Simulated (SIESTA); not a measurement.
ScTaN under changes of volume

One of the cells (14.489 Å³/atom); the others are scaled copies at fixed shape and fractional positions:

```
Ta Sc N
1.0
     3.10550    0.00000    0.00000
    -1.55275    2.68944    0.00000
     0.00000    0.00000   10.40862
Ta Sc N
2 2 2
Direct
  0.33333 0.66667 0.24563
  0.66667 0.33333 0.75437
  0.00000 0.00000 0.00000
  0.00000 0.00000 0.50000
  0.33333 0.66667 0.62984
  0.66667 0.33333 0.37016
```

The cell comes from a database or a generator and needn't be the stable form of this composition.

- Program: SIESTA 5.4.2
- Functional: PBEsol
- Potentials or basis: PseudoDojo 0.4 standard (PBEsol files)
- Basis: DZP (energy shift 0.003 Ry; two zetas on semicore shells)
- Grid cutoff: 800 Ry
- Energy shift: 0.003 Ry
- k mesh: 10 × 10 × 3
- Occupations: fermi-dirac, width 0.05 eV
- Spin: no spin polarisation

| volume (Å³/atom) | energy over the lowest point (meV/atom) | pressure (GPa) | largest force (eV/Å) |
| --- | --- | --- | --- |
| 13.352 | 11.78 | 8.3 | 0.633 |
| 13.637 | 1.71 | 3.3 | 0.400 |
| 13.921 | 0.00 | -1.2 | 0.195 |
| 14.489 | 18.55 | -8.8 | 0.175 |
| 14.773 | ? | ? | ? |
| 15.057 | 61.40 | -15.0 | 0.479 |

Problem. What does the run at 14.773 Å³/atom give?

Solution. Energy over the lowest point 37.22 meV/atom; pressure -12.1 GPa; largest force 0.333 eV/Å.

Worked out: A Birch-Murnaghan fit of order 3 (a polynomial in V^(-2/3)) to the other rows has its minimum at 13.84 Å³/atom with B0 = V·E''(V) = 214 GPa and B' = 4.3 at fixed shape and positions, which overstates the stiffness. It gives 37.25 meV/atom at 14.773 Å³/atom, against the run's 37.22, and -dE/dV = -12.1 GPa, against -12.1.

Energies are extrapolated to zero smearing.

Caveats: short orbitals over semicore shells can move pressures by several GPa; the basis of atomic orbitals isn't converged, which shifts pressures, moduli and gaps.
